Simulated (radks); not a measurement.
**Ho⁻ inside a hard spherical wall**

The task here is to estimate one member of a computed series from the others.

The numbers are computed with radks (a radial shooting solver on a logarithmic mesh, Libxc functionals) version 1 (scalar-relativistic Kohn-Sham, LDA (Slater exchange, VWN5 correlation), spin-unpolarised, spherical densities, finite nucleus), except any that are marked as measured or tabulated.

**The system**

```
element            : holmium (Z = 67)
charge             : -1
electrons          : 68
configuration      : [Xe] 4f12 6s2
nuclear rms radius : 5.2022 fm
```

The outer shells:

Ho⁻
```
[Xe] core
4f [↑↓][↑↓][↑↓][↑↓][↑↓][↑ ][↑ ]
6s [↑↓]
```

Set-up of the first run:

The run's settings:

```text
Z 67
configuration [Xe] 4f12 6s2 5d0 6p0 7s0
relativity scalar-relativistic
functional lda,vwn5
spin unpolarised
nucleus finite rms 5.2022 fm
wall 12 bohr
c 137.035999084
```

Steps of the session up to this table: Wall at 12 bohr; Wall at 10 bohr; Wall at 5 bohr; Wall at 4 bohr; Wall at 3.5 bohr; Wall at 3 bohr; Wall at 2 bohr; Wall at 1.5 bohr.

One of the session's tables, all rows but one given; the rest of the session is left out.

```
R (bohr)  E − E(widest) (eV)  ε(6p, empty) (eV)  ε(5d, empty) (eV)  ε(7s, empty) (eV)  ε(4f) (eV)
      12               0.000              2.564              3.531              4.169       4.820
      10               0.516              3.455              4.455              6.404       5.991
       5              13.278             16.312             12.723             38.400      14.127
       4              32.740             30.204             19.120             70.326      19.664
     3.5              57.113             44.538             25.230             101.50      24.860
       3              110.19             70.548             36.016             155.52      33.828
       2                   ?                  ?                  ?                  ?           ?
     1.5              1973.5             555.47             249.75             1039.9      164.81
```

**Question.** Estimate the row for R (bohr) = 2.

Worked estimate for «E − E(widest) (eV)». A straight line through the neighbours (3, 110.19) and (1.5, 1973.5) gives 110.19 + (1973.5 − 110.19) × (2 − 3) / (1.5 − 3) = 1352.40; a parabola fitted to 3 rows on both sides gives 1068.38.

As computed: E − E(widest) (eV): 617.23; ε(6p, empty) (eV): 238.90; ε(5d, empty) (eV): 106.64; ε(7s, empty) (eV): 477.08; ε(4f) (eV): 84.556. In «E − E(widest) (eV)» the line misses by +735.17 and the parabola by +451.15.

From R = 12 bohr inwards the highest occupied level lies above zero, in an anion first from self-interaction, then from the wall. Shells are not refilled when levels cross, and a hard wall is a model, not a crystal.
